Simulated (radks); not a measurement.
# Ga⁴⁺ in [Ar] 3d8.75 4p0.25: an all-electron calculation

The task here is to estimate one member of a computed series from the others.

The numbers are computed with radks (a radial shooting solver on a logarithmic mesh, Libxc functionals) version 1 (scalar-relativistic Kohn-Sham, r2SCAN, spin-polarised, spherical densities, finite nucleus; open shells are filled with parallel spins first), except any that are marked as measured or tabulated.

### Starting point

| Property | Result |
| --- | --- |
| element | gallium (Z = 31) |
| charge | +4 |
| electrons | 27 |
| configuration | [Ar] 3d8.75 4p0.25 |
| nuclear rms radius | 3.9973 fm |

The first run:

Settings of this run:

```text
Z 31
configuration [Ar] 3d8.75 4p0.25 4s0 4d0
relativity scalar-relativistic
functional r2scan,r2scan
spin polarised
nucleus finite rms 3.9973 fm
c 137.035999084
```

Launch:

```sh
$ python run_ks.py task.json out
```

All runs below come from this command, one after another.

One table of the session follows, with a row left open; its other results are not shown here.

It belongs to the step «Shells». Radial moments (bohr):

```
  level      <r>  outermost maximum (interpolated)  90 % within  nodes
  1s up  0.04861                            0.0318       0.0869      0
1s down  0.04861                            0.0318       0.0869      0
  2s up   0.2176                             0.182        0.337      1
2s down        ?                                 ?            ?      ?
  2p up   0.1907                             0.147        0.311      0
2p down   0.1906                             0.146        0.311      0
  3s up   0.6444                             0.562        0.962      2
3s down   0.6456                             0.562        0.964      2
  3p up   0.6670                             0.564         1.02      1
3p down   0.6687                             0.565         1.02      1
  3d up   0.7317                             0.525         1.22      0
3d down   0.7366                             0.527         1.23      0
  4s up    1.803                              1.61         2.62      3
4s down    1.804                              1.62         2.62      3
  4p up    2.049                              1.82         2.99      2
4p down    2.054                              1.83         3.00      2
  4d up    2.717                              2.43         4.00      1
```

**Question.** Estimate the row for 2s down.

**Answer.** <r>: 0.2174; outermost maximum (interpolated): 0.182; 90 % within: 0.336; nodes: 1. In the column «<r>» it lies between 2p up (0.1907) and 2s up (0.2176).
